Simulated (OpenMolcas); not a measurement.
**V⁴⁺ among point charges: CASSCF and CASPT2 levels and susceptibility**

Aim: the splitting of the states of V⁴⁺ in the field of 6 point charges, its lowest levels with spin-orbit coupling and its magnetic susceptibility.

The numbers are computed with OpenMolcas 26.06 (state-averaged CASSCF and CASPT2, spin-orbit coupling by RASSI with atomic mean-field integrals), except any that are marked as measured or tabulated.

### 1 The system

```
Species                           : V⁴⁺ (vanadium, Z = 23, 19 electrons)
Basis                             : ANO-RCC-VTZP [6s5p3d2f1g], 59 functions
Scalar Hamiltonian                : DKH2, point nucleus
Inactive shells                   : 1s 2s 2p 3s 3p
Active space                      : 1 electron in 5 orbitals (3d)
Some configurations of this space : 3d
Orbitals                          : optimised for each spin and parity, averaged over all roots
```

Outer shells as boxes (Hund's rule):

3d
```
3d [↑ ][  ][  ][  ][  ]
```

The ion sits among 6 point charges of -1 e arranged as a tetragonal octahedron (D4h), 1.74 Å from the ion, with the axial distance 1.549 Å.

The work runs as a chain of OpenMolcas steps in one folder; each step below is one input file. Labels, J, g values, rates, χT and fits are worked out afterwards by a script from the matrices that RASSI stores. The input lists half of the charges; inversion (Group=XYZ) makes the rest.

### 2 One- and two-electron integrals

The input, a.inp:

```
&GATEWAY
Coord
1

V 0.0 0.0 0.0
Basis=ANO-RCC-VTZP
Group=XYZ
NoMove
AngMom=0.0 0.0 0.0
AMFI
XField
3 Angstrom 0
1.740000 0.000000 0.000000 -1.000000
0.000000 1.740000 0.000000 -1.000000
0.000000 0.000000 1.548600 -1.000000
&SEWARD
```

Started as:

```bash
$ OMP_NUM_THREADS=1 MOLCAS_MEM=1689 MOLCAS_PROJECT=a pymolcas a.inp > a.log
```

### 3 Reference wave functions, doublets of even parity, 5 roots

The input, a.inp:

```
&RASSCF
FileOrb=start.orb
Symmetry=1
Spin=2
nActEl=1 0 0
Inactive=3 6
Ras2=5 0
CIRoot=5 5 1
SDav=5
CIMx=300
Iter=120 100
PrWF=0.3
OrbListing=Nothing
MaxOrb=0
>>> COPY $Project.JobIph JOB001
```

start.orb holds the contracted functions of the basis, ordered by shell, or the orbitals of the step before.

### 4 RASSI: spin-orbit coupling between the states

The input, a.inp:

```
&RASSI
NrOfJobIphs=1 5
1 2 3 4 5
IphNames
JOB001
EJob
SpinOrbit
DIPRint=1.0
SOCoupling=1000.0
Subsets=2
Property=9
'ANGMOM' 1 'ANGMOM' 2 'ANGMOM' 3 'MLTPL  1' 1 'MLTPL  1' 2 'MLTPL  1' 3
'AMFI' 1 'AMFI' 2 'AMFI' 3
SOProperty=3
'ANGMOM' 1 'ANGMOM' 2 'ANGMOM' 3
```

### 5 CASPT2: IPEA 0.25, imaginary shift 0.1 (closed shells correlated: 3s 3p)

The input, a.inp:

```
>>> COPY JOB001 $Project.JobIph
&CASPT2
Multistate=5 1 2 3 4 5
NoMult
Frozen=2 3
IPEA=0.25
Imaginary=0.1
MaxIter=60
WThr=0.0 0.3 0.05
PrWF=0.5
NoMix
```

(Steps that only read results are left out.)

Before running it: what results should come out? Wanted: spin-free ground state; first state of the same spin within the active space; lowest level; next level.

The runs gave:

```
                                            quantity                                                                        value
                                              method  SS-CASPT2, IPEA 0.25, imaginary shift 0.1 (closed shells correlated: 3s 3p)
                              spin-free ground state                                              2B2, 1-fold in its orbital part
first state of the same spin within the active space                                                              2E at 1930 cm⁻¹
                                        lowest level                                            2-fold E3/2, g = 1.46, 1.74, 1.74
                                          next level                                                                  1828.8 cm⁻¹
                                         χT at 300 K                                                               0.36 cm³ K/mol
                           effective moment at 300 K                                                                      1.70 μB
```

Cost by method:

```csv
method,time of its own steps,time with the reference
A. CASSCF,1.6 s,1.6 s
"B. SS-CASPT2, IPEA 0.25, imaginary shift 0.1, +3s 3p",0.67 s,2.2 s
```

Times are of one thread on a shared host.

What this shows: The spin-free ground state (2B2) comes to 100 % from free-ion D terms and keeps the highest spin of the shell. χT at 300 K is 0.36, against 0.38 cm³ K/mol for the spin alone; near agreement at one temperature doesn't show that the orbital moment is quenched. The field of point charges can differ much from that of real complexes. This is an electrostatic model: the charges have no orbitals.
